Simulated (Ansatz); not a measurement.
# CH6HfO3S: the cost of one run

Computed with Ansatz 0.2.0, Gaussian basis. Level: RKS PBE0-D4/def2-TZVP.

Levels to be run: relaxation at PBE0-D4/def2-TZVP; harmonic vibrations at the same level; a single point in def2-TZVPP for the fields.

### Step 1. Starting geometry

SMILES `C[S][Hf]([OH])([OH])[OH]`, 12 atoms, charge 0, spin multiplicity 1.

Atoms are counted from 1 here; the program's logs count them from 0.

Bond lengths: C1–S2 1.852 Å, C1–H7 1.088 Å, C1–H8 1.096 Å, C1–H9 1.092 Å, S2–Hf3 2.391 Å, Hf3–O4 1.874 Å, Hf3–O5 1.864 Å, Hf3–O6 1.868 Å, O4–H10 0.964 Å, O5–H11 0.963 Å, O6–H12 0.963 Å. Angles: S2–C1–H7 107.3°, S2–C1–H8 109.9°, S2–C1–H9 109.0°, H7–C1–H8 109.7°, H7–C1–H9 109.6°, H8–C1–H9 111.3°, C1–S2–Hf3 85.0°, S2–Hf3–O4 109.5°, S2–Hf3–O5 118.3°, S2–Hf3–O6 109.1°, O4–Hf3–O5 105.2°, O4–Hf3–O6 102.6°, O5–Hf3–O6 110.9°, Hf3–O4–H10 112.4°, Hf3–O5–H11 117.9°, Hf3–O6–H12 113.1°.

Geometry (Å):

| atom | x (Å) | y (Å) | z (Å) |
| --- | --- | --- | --- |
| C1 | -1.8964 | 0.2055 | 0.9215 |
| S2 | -1.5517 | -1.4397 | 0.1444 |
| Hf3 | 0.5474 | -0.4749 | -0.4724 |
| O4 | 1.4575 | 0.0805 | 1.0692 |
| O5 | 1.7661 | -1.5325 | -1.4061 |
| O6 | 0.2406 | 1.1350 | -1.3683 |
| H7 | -2.7811 | 0.0895 | 1.5443 |
| H8 | -1.0459 | 0.5102 | 1.5415 |
| H9 | -2.0960 | 0.9357 | 0.1348 |
| H10 | 2.3697 | -0.2294 | 1.0894 |
| H11 | 2.2132 | -1.1422 | -2.1645 |
| H12 | 0.7765 | 1.8623 | -1.0338 |

The start is a GFN2-xTB geometry. Hf takes the def2 core potential; no spin-orbit term is included.

### Step 2. Geometry optimisation, PBE0-D4/def2-TZVP

File in.yaml:

```yaml
crystal:
  periodic: [false, false, false]
  atoms:
    - {symbol: C, position_ang: [-1.896410, 0.205470, 0.921540]}
    - {symbol: S, position_ang: [-1.551670, -1.439710, 0.144450]}
    - {symbol: Hf, position_ang: [0.547380, -0.474950, -0.472450]}
    - {symbol: O, position_ang: [1.457550, 0.080540, 1.069210]}
    - {symbol: O, position_ang: [1.766130, -1.532490, -1.406090]}
    - {symbol: O, position_ang: [0.240550, 1.134990, -1.368300]}
    - {symbol: H, position_ang: [-2.781070, 0.089510, 1.544270]}
    - {symbol: H, position_ang: [-1.045940, 0.510240, 1.541490]}
    - {symbol: H, position_ang: [-2.096010, 0.935710, 0.134780]}
    - {symbol: H, position_ang: [2.369750, -0.229410, 1.089420]}
    - {symbol: H, position_ang: [2.213220, -1.142240, -2.164460]}
    - {symbol: H, position_ang: [0.776530, 1.862350, -1.033850]}
basis:
  gaussian: {orbitals: def2-TZVP}
hamiltonian: {xc: pbe0, dispersion: d4}
relax: {f_tol: 0.005, max_steps: 150}
```

The run is started by

```
> ansatz run in.yaml --threads 4 --pin off --events-out ev --progress --plain --max-ram 11315MiB
```

Q: Estimate wall time and peak memory on 4 threads of Arm Neoverse V2, shared host.

About 1.9 min, with a peak of 0.76 GiB.
